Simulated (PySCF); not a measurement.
# AuSCl: structure of the triplet

The task is one start of a wider search on AuSCl: the triplet, from a PBE0 minimum start. It is relaxed, tested by its Hessian and followed downhill if it is a saddle.

Computed with PySCF 2.14.0. Level: PBE0, basis Au def2-SVP with ECP60, S def2-SVP, Cl def2-SVP, scalar-relativistic core potentials, no spin–orbit coupling, density fitting.

## 1. The system as given

3 atoms, charge 0, spin multiplicity 3.

Bond lengths: Au1–S2 2.180 Å, Au1–Cl3 2.252 Å. Angles: S2–Au1–Cl3 180.0°.

```xyz
3
charge 0 multiplicity 3
Au   -0.0342    0.0000   -0.0005
S    -2.2141    0.0000   -0.0318
Cl    2.2177    0.0000    0.0319
```

## 2. The SCF at the typed geometry

The steps below are one call of a driver around PySCF. For each, scf.py gives the equivalent set-up of the SCF; relaxations use the driver's own optimiser. After this first run the driver tries any further starts and a stability analysis.

Input file scf.py:

```python
from pyscf import gto, scf, dft
mol = gto.M(atom='''
Au    -0.034168     0.000000    -0.000491
S     -2.214076     0.000000    -0.031804
Cl     2.217714    -0.000000     0.031856''',
    basis={'Au': 'def2-SVP', 'S': 'def2-SVP', 'Cl': 'def2-SVP'},
    ecp={'Au': 'def2-SVP'},
    charge=0, spin=2)
mf = dft.UKS(mol, xc='PBE0')
mf.grids.atom_grid = (50, 194)
aux = {'Au': 'def2-universal-JKFIT', 'S': 'def2-universal-JKFIT', 'Cl': 'def2-universal-JKFIT'}
mf = mf.density_fit(auxbasis=aux)
mf.conv_tol = 1e-08
mf.diis_space = 10
mf.max_cycle = 60
mf.init_guess = 'minao'
mf.verbose = 4
mf.kernel()
```

Run with:

```sh
> OMP_NUM_THREADS=2 python axn.py task.json out
```

The log of the run:

```text
init E= -981.875047291296
[... the frontier-level lines of each cycle are left out ...]
cycle= 1 E= -992.439893201259  delta_E= -10.6  |g|= 1.38  |ddm|= 7.15
cycle= 2 E= -978.596591155477  delta_E= 13.8  |g|= 4.35  |ddm|= 7.38
cycle= 3 E= -993.507366837561  delta_E= -14.9  |g|= 0.296  |ddm|= 6.46
cycle= 4 E= -993.446299168105  delta_E= 0.0611  |g|= 0.432  |ddm|= 0.959
cycle= 5 E= -993.565789190764  delta_E= -0.119  |g|= 0.0629  |ddm|= 0.564
cycle= 6 E= -993.567862558481  delta_E= -0.00207  |g|= 0.0187  |ddm|= 0.0892
cycle= 7 E= -993.568049182245  delta_E= -0.000187  |g|= 0.00578  |ddm|= 0.0267
cycle= 8 E= -993.568068518889  delta_E= -1.93e-05  |g|= 0.00163  |ddm|= 0.01
cycle= 9 E= -993.568069232774  delta_E= -7.14e-07  |g|= 0.00113  |ddm|= 0.00225
cycle= 10 E= -993.568070093986  delta_E= -8.61e-07  |g|= 8.88e-05  |ddm|= 0.00163
cycle= 11 E= -993.568070110014  delta_E= -1.6e-08  |g|= 2.44e-05  |ddm|= 0.000416
cycle= 12 E= -993.568070110975  delta_E= -9.61e-10  |g|= 1.07e-05  |ddm|= 6.83e-05
Extra cycle  E= -993.568070111379  delta_E= -4.04e-10  |g|= 1.17e-05  |ddm|= 5.63e-05
converged SCF energy = -993.568070111379  <S^2> = 2.0084434  2S+1 = 3.0056237
```

This step, with its further starts and checks, ran for 15 s (2 threads of Arm Neoverse N1, shared host).

The starts that the driver tried:

```
                      start  energy (Eh)
    the minimal-basis guess  -993.568070
a thermally smeared density  -993.568070
      a smeared PBE density  -993.568070
```

The test of internal stability and the other starts found no lower solution of this spin.

## 3. Relaxation: PBE0 minimum start, triplet

The program finds C∞v symmetry in the start, which this walk keeps. The walk stops when the largest gradient is under 0.0003 Eh/bohr and the energy has settled too.

Changes to scf.py since step 2:

```diff
@@ -3,3 +3,3 @@
-Au    -0.034168     0.000000    -0.000491
-S     -2.214076     0.000000    -0.031804
-Cl     2.217714    -0.000000     0.031856''',
+Au    -0.034291    -0.000000    -0.000493
+S     -2.214199    -0.000000    -0.031806
+Cl     2.217591     0.000000     0.031854''',
@@ -16 +15,0 @@
-mf.init_guess = 'minao'
```

Steps of the walk:

```
step  energy (Eh)  change (kJ/mol)  largest symmetric gradient (Eh/bohr)
   0  -993.568070             0.00                               0.00015
```

The walk took 2.2 s.

It settles in C∞v symmetry, 0.0 kJ/mol below the start, after 0 steps: Au–Cl 2.252 Å, Au–S 2.180 Å; Cl–Au–S 180.0°.

## 4. Vibrations and properties at this point

The point is checked on the finer grid, and tightened if its gradient asks for it. The Hessian and the dipole derivatives come from central differences of analytic gradients, with steps of 0.02 bohr.

Changes to scf.py since step 3:

```diff
@@ -3,2 +3,2 @@
-Au    -0.034291    -0.000000    -0.000493
-S     -2.214199    -0.000000    -0.031806
+Au    -0.034291     0.000000    -0.000493
+S     -2.214199     0.000000    -0.031806
@@ -10 +10 @@
-mf.grids.atom_grid = (50, 194)
+mf.grids.atom_grid = (75, 302)
@@ -13 +13 @@
-mf.conv_tol = 1e-08
+mf.conv_tol = 1e-10
```

This SCF starts from the last density.

SCF at the final geometry:

```text
init E= -993.568098336327
[... the frontier-level lines of each cycle are left out ...]
cycle= 1 E= -993.568098336323  delta_E= 4.55e-12  |g|= 3.36e-06  |ddm|= 6.41e-06
Extra cycle  E= -993.568098336275  delta_E= 4.73e-11  |g|= 9.12e-06  |ddm|= 1.59e-05
converged SCF energy = -993.568098336275  <S^2> = 2.008443  2S+1 = 3.0056234
```

The whole step took 35 s.

Geometry: C∞v; Au–Cl 2.252 Å, Au–S 2.180 Å; Cl–Au–S 180.0°.

Harmonic modes (main isotopes):

```csv
symmetry,ω (cm⁻¹),IR (km/mol),μ (u),type
π,103,0.6,42.15,bend
σ+,374,31.8,35.85,stretch
σ+,421,0.0,38.93,stretch
```

No imaginary mode, so this is a minimum.

Constants and moments:

```yaml
Dipole_moment: 2.96 D
Highest_occupied_level: -8.28 eV
Lowest_empty_level: -5.30 eV
Rotational_constants: 0.05124 cm⁻¹
Zero-point_energy: 6.0 kJ/mol
Principal_polarisabilities: 34.7, 34.7, 126.5 bohr³
Atomisation_energy_without_zero-point_energy: 512 kJ/mol
Principal_traceless_quadrupole_moments_about_the_centre_of_mass: -2.68, 1.34, 1.34 D Å
Entropy_at_298.15_K_and_1_bar_electronic_part_spin_only: 301.4 J/(mol K)
Heat_capacity_Cp_at_298.15_K: 57.7 J/(mol K)
Enthalpy_at_298.15_K_above_0_K: 14.14 kJ/mol
Rotational_symmetry_number: 1
Spin_squared_⟨S²⟩: 2.008
```

Populations by atom (charges in e):

```csv
atom,Mulliken,Löwdin,polar tensor,spin (Mulliken),Mayer order to Au1
Au1,0.15,-0.34,0.28,0.24,–
S2,0.08,0.34,0.18,1.57,1.23
Cl3,-0.23,0.00,-0.46,0.18,0.95
```

Outer orbital energies (eV). α occupied: -10.56, -10.56, -9.82, -9.82, -9.73, -9.13, -8.28, -8.28; empty: -0.42, 0.40, 0.40, 2.21. β occupied: -11.47, -11.47, -10.37, -10.37, -9.43, -9.00, -8.34, -8.34; empty: -5.30, -5.30, -0.10, 0.56.

Mulliken populations on Au1 (outside its core potential): s 3.06, p 6.28, d 9.49, f 0.01.

## 5. Summary of results

```
                                          quantity                                        value
                                           minimum                                 triplet, C∞v
                                          geometry  Au–Cl 2.252 Å, Au–S 2.180 Å; Cl–Au–S 180.0°
                                wavenumbers (cm⁻¹)                  103 (π), 374 (σ+), 421 (σ+)
                                     dipole moment                                       2.96 D
highest occupied, lowest empty level (either spin)                              -8.28, -5.30 eV
                        polar-tensor charge of Au1                                      +0.28 e
                                 zero-point energy                                   6.0 kJ/mol
                               entropy at 298.15 K                              301.4 J/(mol K)
         atomisation energy (no zero-point energy)                                   512 kJ/mol
                                              ⟨S²⟩                                        2.008
```

**Reading.** The molecule stays C∞v, as typed, and the end point is a minimum. The strongest infrared band lies at 374 cm⁻¹ (σ+, stretch). Most of the spin sits on S2 (Mulliken spin 1.57, against 2 for the whole molecule). Only this shape and spin were tried, so other structures or states may lie lower. One determinant may miss the lowest occupation of an open d or f shell. Spin–orbit coupling, left out here, can matter for elements this heavy.

The search up to here took 52 s.
